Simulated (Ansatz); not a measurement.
# BClH2S2: ionisation energy by level of theory

The task here is to estimate one member of a computed series from the others.

Program: Ansatz 0.2.0, Gaussian basis. Level of theory: unrestricted cation, the program's frozen cores in correlated methods. These are calculated values, not measurements.

Plan: UKS PBE-D4/def2-TZVPP; UKS r2SCAN-D4/def2-TZVPP; UKS PBE0-D4/def2-TZVPP; UKS B3LYP-D4/def2-TZVPP; UKS wB97X-V/def2-TZVPP; UKS wB97M-V/def2-TZVPP; UKS B2PLYP/def2-TZVPP; UHF-CCSD(T)/def2-TZVPP; UHF-MP2/def2-QZVPP; extrapolation to the limit; then −ε(HOMO) from the neutral's earlier runs with LDA (SPW92), PBE-D4, revPBE-D4, BLYP-D4, r2SCAN-D4, B97M-V, PBE0-D4, B3LYP-D4, r2SCANh-D4, r2SCAN0-D4, HSE06-D4, BHLYP-D4, CAM-B3LYP-D4, LC-ωPBE, ωB97X-V, ωB97M-V.

### The geometry

An earlier PBE0-D4 in a triple-zeta def2 set relaxation fixed the geometry.

SMILES `SB(S)Cl`, 6 atoms, charge 0, spin multiplicity 1.

Atoms are counted from 1 here; the program's logs count them from 0.

Bond lengths: S1–B2 1.795 Å, S1–H5 1.343 Å, B2–S3 1.795 Å, B2–Cl4 1.755 Å, S3–H6 1.344 Å. Angles: B2–S1–H5 96.6°, S1–B2–S3 121.3°, S1–B2–Cl4 121.9°, S3–B2–Cl4 116.8°, B2–S3–H6 96.9°.

Coordinates:

```xyz
6
BClH2S2
S    -0.17134    1.32481   -0.60005
B    -0.12925   -0.36459    0.00622
S     1.12568   -0.90755    1.16894
Cl   -1.30565   -1.56358   -0.50395
H    -1.24751    1.17938   -1.38983
H     1.77027    0.26743    1.27257
```

Set-up of the first run:

Input file in.yaml:

```yaml
crystal:
  periodic: [false, false, false]
  atoms:
    - {symbol: S, position_ang: [-0.171343, 1.324810, -0.600054]}
    - {symbol: B, position_ang: [-0.129250, -0.364588, 0.006225]}
    - {symbol: S, position_ang: [1.125680, -0.907553, 1.168937]}
    - {symbol: Cl, position_ang: [-1.305650, -1.563576, -0.503952]}
    - {symbol: H, position_ang: [-1.247507, 1.179379, -1.389828]}
    - {symbol: H, position_ang: [1.770271, 0.267427, 1.272573]}
basis:
  gaussian: {orbitals: def2-TZVPP}
total_charge: 1
magnetization: {spin_polarized: true, initial_magnetization: 1}
hamiltonian: {xc: pbe, dispersion: d4}
```

Run with:

```console
ansatz run in.yaml --threads 4 --pin off --events-out ev --progress --plain --max-ram 10444MiB
```

Steps of the session up to this table: Cation, UKS PBE-D4/def2-TZVPP; Cation, UKS r2SCAN-D4/def2-TZVPP; Cation, UKS PBE0-D4/def2-TZVPP; Cation, UKS B3LYP-D4/def2-TZVPP; Cation, UKS wB97X-V/def2-TZVPP; Cation, UKS wB97M-V/def2-TZVPP; Cation, UKS B2PLYP (frozen core)/def2-TZVPP; Cation, UHF-CCSD(T)/def2-TZVPP; Cation, UHF-MP2/def2-QZVPP.

One table of the session follows, with a row left open; its other results are not shown here.

It belongs to the step «Ionisation energies side by side». For comparison, −ε(HOMO) of the neutral from earlier runs:

| functional | −ε(HOMO) (eV) |
| --- | --- |
| LDA (SPW92) | 6.70 |
| PBE-D4 | 6.58 |
| revPBE-D4 | 6.53 |
| BLYP-D4 | ? |
| r2SCAN-D4 | 6.87 |
| B97M-V | 6.93 |
| PBE0-D4 | 7.76 |
| B3LYP-D4 | 7.50 |
| r2SCANh-D4 | 7.30 |
| r2SCAN0-D4 | 7.95 |
| HSE06-D4 | 7.36 |
| BHLYP-D4 | 8.79 |
| CAM-B3LYP-D4 | 9.03 |
| LC-ωPBE | 10.44 |
| ωB97X-V | 10.07 |
| ωB97M-V | 9.87 |

Q: Estimate the row for BLYP-D4 from the others.

Worked estimate for «−ε(HOMO) (eV)». Against the share of exact exchange, B3LYP-D4 (0.2, 7.50), BHLYP-D4 (0.5, 8.79) give a slope of 4.30 per unit share; at 0 the line stands at 6.64.

As computed: −ε(HOMO) (eV): 6.39. In «−ε(HOMO) (eV)» the line misses by +0.25.

Caveats from the session: The cation may have settled in a state other than its lowest; no search over hole states beyond the program's own was made.
